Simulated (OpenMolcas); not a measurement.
# Cu²⁺ among point charges: CASSCF and CASPT2 levels and susceptibility

How does a field of 2 point charges split the states of Cu²⁺, and what χT follows?

Program: OpenMolcas 26.06. Level of theory: state-averaged CASSCF and CASPT2, spin-orbit coupling by RASSI with atomic mean-field integrals. These are calculated values, not measurements, unless marked.

**1. The system**

- Species: Cu²⁺ (copper, Z = 29, 27 electrons)
- Basis: ANO-RCC-VDZP [5s4p2d1f], 34 functions
- Scalar Hamiltonian: DKH2, point nucleus
- Inactive shells: 1s 2s 2p 3s 3p
- Active space: 9 electrons in 5 orbitals (3d)
- Some configurations of this space: 3d⁹
- Orbitals: optimised for each spin and parity, averaged over all roots

The outer shells:

3d9
```
3d [↑↓][↑↓][↑↓][↑↓][↑ ]
```

The ion sits among 2 point charges of -1.95 e arranged as a linear pair (D∞h), 2.13 Å from the ion.

Each step is its own input file, run in one work folder so that later steps find the files of earlier ones. Labels, J, g values, rates, χT and fits are worked out afterwards by a script from the matrices that RASSI stores. The input lists half of the charges; inversion (Group=XYZ) makes the rest.

**2. One- and two-electron integrals**

File a.inp:

```
&GATEWAY
Coord
1

Cu 0.0 0.0 0.0
Basis=ANO-RCC-VDZP
Group=XYZ
NoMove
AngMom=0.0 0.0 0.0
AMFI
XField
1 Angstrom 0
0.000000 0.000000 2.130000 -1.950000
&SEWARD
```

The run is started by

```bash
OMP_NUM_THREADS=1 MOLCAS_MEM=1689 MOLCAS_PROJECT=a pymolcas a.inp > a.log
```

Output:

```text
Basis set label: CU.ANO-RCC...5S4P2D1F.

      Electronic valence basis set:
      ------------------
      Associated Effective Charge  29.000000 au
      Associated Actual Charge     29.000000 au
      Nuclear Model: Point charge

      Shell  nPrim  nBasis  Cartesian Spherical Contaminant
         s      21       5        X
         p      15       4        X
         d      10       2                 X
         f       6       1                 X
                  Relativistic Douglas-Kroll-Hess integrals:
                    - DKH order of Hamiltonian: 2
                    - DKH order of Properties : 0
                  Atomic mean-field integrals
```

**3. CASSCF: doublets of even parity, 5 roots**

File a.inp:

```
&RASSCF
FileOrb=start.orb
Symmetry=1
Spin=2
nActEl=9 0 0
Inactive=3 6
Ras2=5 0
CIRoot=5 5 1
SDav=5
CIMx=300
Iter=120 100
PrWF=0.3
OrbListing=Nothing
MaxOrb=0
>>> COPY $Project.JobIph JOB001
```

The run is started by

```bash
OMP_NUM_THREADS=1 MOLCAS_MEM=1689 MOLCAS_PROJECT=a pymolcas a.inp > a.log
```

start.orb holds the contracted functions of the basis, ordered by shell, or the orbitals of the step before.

Output, shortened:

```text
[...]
      Number of active orbitals                  5
[...]
      Spin quantum number                      0.5
[...]
      Active orbitals                            5   0
[...]
      Number of CSFs                             5
      Number of root(s) required                 5
[...]
      Convergence after 47 iterations
[...]
      Natural orbitals and occupation numbers for root  1
      sym 1:   2.000000   1.000000   2.000000   2.000000   2.000000
      Natural orbitals and occupation numbers for root  2
      sym 1:   2.000000   2.000000   2.000000   1.000000   2.000000
      Natural orbitals and occupation numbers for root  3
      sym 1:   2.000000   1.000000   2.000000   2.000000   2.000000
::    RASSCF root number  1 Total energy:  -1654.17461217
::    RASSCF root number  2 Total energy:  -1654.16298605
::    RASSCF root number  3 Total energy:  -1654.16298605
::    RASSCF root number  4 Total energy:  -1654.13563173
::    RASSCF root number  5 Total energy:  -1654.13563173
```

**4. RASSI: spin-orbit coupling between the states**

File a.inp:

```
&RASSI
NrOfJobIphs=1 5
1 2 3 4 5
IphNames
JOB001
EJob
SpinOrbit
DIPRint=1.0
SOCoupling=1000.0
Subsets=2
Property=9
'ANGMOM' 1 'ANGMOM' 2 'ANGMOM' 3 'MLTPL  1' 1 'MLTPL  1' 2 'MLTPL  1' 3
'AMFI' 1 'AMFI' 2 'AMFI' 3
SOProperty=3
'ANGMOM' 1 'ANGMOM' 2 'ANGMOM' 3
```

Output, shortened:

```text
SPIN-FREE ENERGIES:
  (Shifted by EMIN (a.u.) =      -1654.1746121727)
 SF State       Relative EMIN(au)   Rel lowest level(eV)    D:o, cm**(-1)      L_eff
     1             0.0000000000        0.0000000000              0.0000         2.0
     2             0.0116261178        0.3163627832           2551.6379         2.0
     3             0.0116261178        0.3163627832           2551.6379         2.0
     4             0.0389804427        1.0607118819           8555.2183         2.0
     5             0.0389804427        1.0607118819           8555.2183         2.0
     Dipole printing threshold changed to   1.00000000E+00
Eigenvalues of complex Hamiltonian:
   -----------------------------------
  (Shifted by EMIN (a.u.) =      -1654.1746121727)
 SO State       Relative EMIN(au)   Rel lowest level(eV)    D:o, cm**(-1)     J-value
     1            -0.0015142117        0.0000000000              0.0000         2.3
     2            -0.0015142117        0.0000000000              0.0000         2.3
     3             0.0092383523        0.2925921720           2359.9150         2.0
     4             0.0092383523        0.2925921720           2359.9150         2.0
     5             0.0150891417        0.4518002624           3644.0149         1.6
     6             0.0150891417        0.4518002624           3644.0149         1.6
     7             0.0352057378        0.9992007284           8059.0974         1.2
     8             0.0352057378        0.9992007284           8059.0974         1.2
     9             0.0431941009        1.2165751618           9812.3404         1.0
    10             0.0431941009        1.2165751618           9812.3404         1.0
Weights of the five most important spin-orbit-free states for each spin-orbit state.
[...]
```

These steps: 1.9 s of run time, 1 thread of AMD EPYC 9R45 (Zen 5), shared host.

States without spin-orbit coupling:

```
 state  degeneracy  E (cm-1)  free-ion L (%)
2Sigma           1         0         D (100)
   2Pi           2      2552         D (100)
2Delta           2      8555         D (100)
```

With spin-orbit coupling:

```tsv
E (cm-1)	Degeneracy	2S+1	g
0.0	2	2	1.82 3.22 3.22
2360	2	2	0.00 0.00 3.98
3644	2	2	0.18 1.22 1.22
8059	2	2	0.00 0.00 6.00
9812	2	2	0.00 0.00 2.02
```

Principal g values are given for doublets only; a zero marks a field direction without first-order Zeeman splitting.

Powder χT (cm³ K/mol): 0.75 at 2 K, 0.75 at 5 K, 0.76 at 10 K, 0.76 at 20 K, 0.77 at 50 K, 0.79 at 100 K, 0.81 at 150 K, 0.83 at 200 K, 0.85 at 250 K, 0.87 at 300 K.

Orbitals of the lowest block (energies include the constant potential of the surroundings):

| shell | space | energy (hartree) | mean occupation | ⟨r²⟩ (bohr²) |
| --- | --- | --- | --- | --- |
| 1s | inactive | -332.4822 | 2.000 | 0.00362 |
| 2s | inactive | -41.7002 | 2.000 | 0.0646 |
| 2p | inactive | -35.8441 | 6.000 | 0.0521 |
| 3s | inactive | -5.2202 | 2.000 | 0.582 |
| 3p | inactive | -3.4170 | 6.000 | 0.657 |
| 3d | RAS2 |  | 9.000 | 1.18 |

**5. CASPT2: IPEA 0.25, imaginary shift 0.1 (closed shells correlated: 3s 3p)**

File a.inp:

```
>>> COPY JOB001 $Project.JobIph
&CASPT2
Multistate=5 1 2 3 4 5
NoMult
Frozen=2 3
IPEA=0.25
Imaginary=0.1
MaxIter=60
WThr=0.0 0.3 0.05
PrWF=0.5
NoMix
```

Output:

```text
Orbital specifications:
      -----------------------

      Symmetry species                           1   2
                                                ag  au
      Frozen orbitals                            2   3
      Inactive orbitals                          1   3
      Active orbitals                            5   0
      Secondary orbitals                         7  13
      Deleted orbitals                           0   0
      Number of basis functions                 15  19
Type of calculation                        SS-CASPT2
      Fock operator                              state-specific
      IPEA shift                                 0.25
      Real shift                                 0.00
      Imaginary shift                            0.10
      The input orbitals will be transformed to quasi-canonical
Reference energy:       -1654.1746121727
      E2 (Non-variational):      -0.5273787131
      Shift correction:          -0.0001308079
      E2 (Variational):          -0.5275095210
      Total energy:           -1654.7021216937
      Residual norm:              0.0000002233
      Reference weight:           0.93117
      Contributions to the CASPT2 correlation energy
      Active & Virtual Only:         -0.3031451822
      One Inactive Excited:          -0.1748546930
      Two Inactive Excited:          -0.0493788379
Reference energy:       -1654.1629860548
      E2 (Non-variational):      -0.5279231414
      Shift correction:          -0.0001255564
      E2 (Variational):          -0.5280486978
      Total energy:           -1654.6910347526
      Residual norm:              0.0000000625
      Reference weight:           0.93113
      Contributions to the CASPT2 correlation energy
      Active & Virtual Only:         -0.3034988170
      One Inactive Excited:          -0.1749717326
      Two Inactive Excited:          -0.0494525918
::    CASPT2 Root  1     Total energy:  -1654.70212169
::    CASPT2 Root  2     Total energy:  -1654.69103475
::    CASPT2 Root  3     Total energy:  -1654.69103475
::    CASPT2 Root  4     Total energy:  -1654.66170942
::    CASPT2 Root  5     Total energy:  -1654.66170939
```

This run took 0.3 s in all on 1 thread of AMD EPYC 9R45 (Zen 5), shared host.

SS-CASPT2: lowest energy less the reference's lowest, -0.5275 hartree; reference weights 0.931 to 0.932.

States without spin-orbit coupling:

```
 state  degeneracy  E (cm-1)  free-ion L (%)
2Sigma           1         0         D (100)
   2Pi           2      2433         D (100)
2Delta           2      8869         D (100)
```

With spin-orbit coupling:

```
E (cm-1)  Degeneracy  2S+1               g
       0           2     2  1.81 3.25 3.25
    2260           2     2  0.00 0.00 3.98
    3550           2     2  0.19 1.25 1.25
    8380           2     2  0.00 0.00 6.00
   10130           2     2  0.00 0.00 2.02
```

Powder χT (cm³ K/mol): 0.76 at 2 K, 0.76 at 5 K, 0.77 at 10 K, 0.77 at 20 K, 0.78 at 50 K, 0.80 at 100 K, 0.82 at 150 K, 0.84 at 200 K, 0.86 at 250 K, 0.88 at 300 K.

**6. The methods side by side**

A. CASSCF
B. SS-CASPT2, IPEA 0.25, imaginary shift 0.1 (closed shells correlated: 3s 3p)

```csv
method,ground state,first state of that spin (cm-1),first gap with spin-orbit (cm-1),χT at 300 K
A,2Sigma,2Pi 2552,2359.9,0.87
B,2Sigma,2Pi 2433,2258.0,0.88
```

**7. Outcome**

| quantity | value |
| --- | --- |
| method | SS-CASPT2, IPEA 0.25, imaginary shift 0.1 (closed shells correlated: 3s 3p) |
| spin-free ground state | 2Sigma, 1-fold in its orbital part |
| first state of the same spin within the active space | 2Pi at 2430 cm⁻¹ |
| lowest level | 2-fold, g = 1.81, 3.25, 3.25 |
| next level | 2258.0 cm⁻¹ |
| χT at 300 K | 0.88 cm³ K/mol |
| effective moment at 300 K | 2.65 μB |

Cost by method:

| method | time of its own steps | time with the reference |
| --- | --- | --- |
| A. CASSCF | 1.9 s | 1.9 s |
| B. SS-CASPT2, IPEA 0.25, imaginary shift 0.1, +3s 3p | 0.3 s | 2.2 s |

Times are of one thread on a shared host.

What this shows: The spin-free ground state (2Sigma) comes to 100 % from free-ion D terms and keeps the highest spin of the shell. χT at 300 K is 0.88, against 0.38 cm³ K/mol for the spin alone, so orbital moment adds to it. The field of point charges can differ much from that of real complexes. Point charges carry no covalency, so the field is a model and not that of real ligands.
